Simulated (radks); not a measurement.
**Co⁷⁺ in [Ne] 3s2 3p5 3d2 4f1: an all-electron calculation**

The task here is to estimate one member of a computed series from the others.

The numbers are computed with radks (a radial shooting solver on a logarithmic mesh, Libxc functionals) version 1 (Dirac Kohn-Sham, PBEsol, spin-unpolarised, spherical densities, point nucleus; open shells fill j = l - 1/2 first), except any that are marked as measured or tabulated.

### What is computed

- element: cobalt (Z = 27)
- charge: +7
- electrons: 20
- configuration: [Ne] 3s2 3p5 3d2 4f1

Set-up of the first run:

Settings of this run:

```text
Z 27
configuration [Ne] 3s2 3p5 3d2 4f1 4s0 4p0
relativity Dirac
functional pbe_sol,pbe_sol
spin unpolarised
j_filling energy
nucleus point
c 137.035999084
```

One of the session's tables, all rows but one given; the rest of the session is left out.

It belongs to the step «Radial structure». Sizes of the orbitals, from the radial functions (bohr):

```
level      <r>  outermost maximum (interpolated)  90 % within  nodes
1s1/2  0.05623                            0.0368        0.100      0
2s1/2   0.2550                             0.213        0.395      1
2p1/2   0.2225                             0.170        0.365      0
2p3/2   0.2256                             0.173        0.369      0
3s1/2   0.7198                             0.647         1.06      2
3p1/2   0.7271                             0.641         1.09      1
3p3/2   0.7337                             0.647         1.10      1
3d3/2        ?                                 ?            ?      ?
3d5/2   0.7275                             0.579         1.15      0
4s1/2    1.638                              1.55         2.33      3
4p1/2    1.733                              1.64         2.49      2
4p3/2    1.744                              1.65         2.50      2
4f5/2    2.045                              1.80         3.03      0
4f7/2    2.046                              1.81         3.03      0
```

**Question.** Estimate the row for 3d3/2.

The run gave: <r>: 0.7256; outermost maximum (interpolated): 0.578; 90 % within: 1.15; nodes: 0. In the column «<r>» it lies between 3s1/2 (0.7198) and 3p1/2 (0.7271).
